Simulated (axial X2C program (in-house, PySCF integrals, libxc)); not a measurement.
# A two-component session on WCl⁺: properties at the nuclei

Wanted for WCl⁺: properties at the nuclei, at the two-component level.

Program: an in-house X2C program for linear molecules on PySCF integrals. Level of theory: two-component X2C with atomic mean-field terms, W dyall-cv3z, Cl dyall-av3z. These are calculated values, not measurements.

## 1. Input

The input, task.json:

```json
{"zs": [74, 17], "q": 1, "bas": ["dyall-cv3z", "dyall-av3z"], "r0": 2.36, "levels": ["PBE0", "HF", "B3LYP", "BHandHLYP", "r2SCAN"], "nst": 3}
```

Keys: zs atomic numbers; q charge; bas basis sets; r0 starting distance in Å; levels methods (HF also brings MP2); nst determinants followed.

The run is started by

```console
> python soeom.py task.json out
```

Nuclei are Gaussian, cores are contracted, and the Gaunt term is on.

## 2. Expectation values, lowest determinant

R = 2.152 Å. State: Ω = 1 (excess of +ω over −ω: ω = -3/2, ω = 5/2).

Output of the PBE0 run:

```text
two-component X2C + atomic mean field  PBE0
basis functions 247  fitting functions 1200  grid points 5079
iter        total energy     max residual
   1     -16603.443841843     6.81e-06
   2     -16603.443841852     9.39e-06
   3     -16603.443841854     2.37e-06
   4     -16603.443841856     2.01e-06
converged
one-electron -23364.53470424  Coulomb 6822.37215878  exact exchange -87.71189003  xc functional -268.82924631  nuclear repulsion 309.34244021  atomic mean-field constant -14.08260026
```

The highest occupied spinor is 64% W d, 23% Cl p, 5% W p.

| level | Eeff magnitude (GV/cm) | Ws magnitude W (kHz) | A∥/gI W (MHz) | qzz W (a.u.) | A∥/gI Cl (MHz) | qzz Cl (a.u.) |
| --- | --- | --- | --- | --- | --- | --- |
| PBE0 | 4.29 | 4.45 | 4470 | 1.00 | -158 | 0.99 |
| HF | 4.38 | 4 | 3340 | -0.92 | -143 | 0.94 |
| B3LYP | 7.47 | 7.42 | 4620 | 1.21 | -147 | 0.98 |
| BHandHLYP | 2.48 | 2.53 | 4130 | 0.34 | -132 | 0.99 |
| r2SCAN | 9.03 | 9.5 | 5120 | 1.19 | -163 | 0.90 |

Eeff is the effective electric field on the electron dipole moment in this Ω state and Ws the scalar–pseudoscalar constant (defined with the proton number Z and per Ω); A∥ is the parallel hyperfine constant, which follows by multiplying with the nuclear g factor gI = μI/(I μN); qzz is the electric field gradient, eQq0 = 234.96 MHz × Q/barn × qzz. The operators were transformed with the bare-nucleus X2C matrices.

## 3. Expectation values, a higher determinant

R = 2.152 Å. State: Ω = 3 (excess of +ω over −ω: ω = 1/2, ω = 5/2), 0.29 eV above the lowest in the PBE0 search for states (made at or near this distance, with looser thresholds).

Output of the PBE0 run:

```text
two-component X2C + atomic mean field  PBE0
basis functions 247  fitting functions 1200  grid points 5079
iter        total energy     max residual
   1     -16603.433161796     1.42e-05
   2     -16603.433161818     1.16e-05
   3     -16603.433161822     7.48e-06
   4     -16603.433161828     4.31e-06
   5     -16603.433161830     2.59e-06
converged
one-electron -23364.49413711  Coulomb 6822.34019626  exact exchange -87.71125236  xc functional -268.82780858  nuclear repulsion 309.34244021  atomic mean-field constant -14.08260026
```

The highest occupied spinor is 66% W d, 22% Cl p, 4% W p.

| level | Eeff magnitude (GV/cm) | Ws magnitude W (kHz) | A∥/gI W (MHz) | qzz W (a.u.) | A∥/gI Cl (MHz) | qzz Cl (a.u.) |
| --- | --- | --- | --- | --- | --- | --- |
| PBE0 | 1.28 | 0.747 | 1930 | 1.52 | 52 | 1.00 |
| HF | 6.08 | 1.55 | 1500 | -0.16 | 28 | 0.97 |
| B3LYP | 2.77 | 1.25 | 2010 | 1.82 | 49 | 1.00 |
| BHandHLYP | 2.35 | 0.34 | 1820 | 1.11 | 40.5 | 1.02 |
| r2SCAN | 7.37 | 2.79 | 2160 | 1.53 | 58.8 | 0.90 |

## 4. Expectation values, a higher determinant

R = 2.152 Å. State: Ω = 2 (excess of +ω over −ω: ω = -1/2, ω = 5/2), 1.02 eV above the lowest in the PBE0 search for states (made at or near this distance, with looser thresholds).

Output of the PBE0 run:

```text
two-component X2C + atomic mean field  PBE0
basis functions 247  fitting functions 1200  grid points 5079
iter        total energy     max residual
   1     -16603.406304957     7.56e-06
   2     -16603.406304962     3.53e-06
   3     -16603.406304963     2.58e-06
converged
one-electron -23367.30920345  Coulomb 6825.27394616  exact exchange -87.73700473  xc functional -268.89388289  nuclear repulsion 309.34244021  atomic mean-field constant -14.08260026
```

The highest occupied spinor is 62% W d, 24% Cl p, 5% W p.

| level | Eeff magnitude (GV/cm) | Ws magnitude W (kHz) | A∥/gI W (MHz) | qzz W (a.u.) | A∥/gI Cl (MHz) | qzz Cl (a.u.) |
| --- | --- | --- | --- | --- | --- | --- |
| PBE0 | 0.503 | 1.62 | -1130 | 0.39 | -19.5 | 1.46 |
| HF | 6.46 | 1.76 | -1890 | 0.89 | -16 | 1.20 |
| B3LYP | 6.06 | 4.49 | -1090 | 0.72 | -16.5 | 1.36 |
| BHandHLYP | 4.31 | 3.65 | -1380 | 1.06 | -11.6 | 1.30 |
| r2SCAN | 0.144 | 1.59 | -995 | 0.35 | -15.1 | 1.48 |

## 5. Outcome

```
                                        quantity                                            value
                              lowest determinant  Ω = 1 (excess of +ω over −ω: ω = -3/2, ω = 5/2)
                    Eeff magnitude (GV/cm), PBE0                                             4.29
                      Ws magnitude W (kHz), PBE0                                             4.45
                             A∥/gI W (MHz), PBE0                                             4470
                              qzz W (a.u.), PBE0                                             1.00
                              higher determinant   Ω = 3 (excess of +ω over −ω: ω = 1/2, ω = 5/2)
Eeff magnitude (GV/cm), PBE0, higher determinant                                             1.28
  Ws magnitude W (kHz), PBE0, higher determinant                                            0.747
         A∥/gI W (MHz), PBE0, higher determinant                                             1930
          qzz W (a.u.), PBE0, higher determinant                                             1.52
                              higher determinant  Ω = 2 (excess of +ω over −ω: ω = -1/2, ω = 5/2)
Eeff magnitude (GV/cm), PBE0, higher determinant                                            0.503
  Ws magnitude W (kHz), PBE0, higher determinant                                             1.62
         A∥/gI W (MHz), PBE0, higher determinant                                            -1130
          qzz W (a.u.), PBE0, higher determinant                                             0.39
```

In words: In the first state, the effective field runs from 2.48 to 9.03 GV/cm over the mean-field levels, so the levels don't agree on it. The expectation values come from single determinants, which for open shells can mix terms of unlike spin or miss the lowest Ω, so a determinant need not be a state. Eeff is the effective electric field on the electron dipole moment in this Ω state and Ws the scalar–pseudoscalar constant (defined with the proton number Z and per Ω); A∥ is the parallel hyperfine constant, which follows by multiplying with the nuclear g factor gI = μI/(I μN); qzz is the electric field gradient, eQq0 = 234.96 MHz × Q/barn × qzz. The operators were transformed with the bare-nucleus X2C matrices.
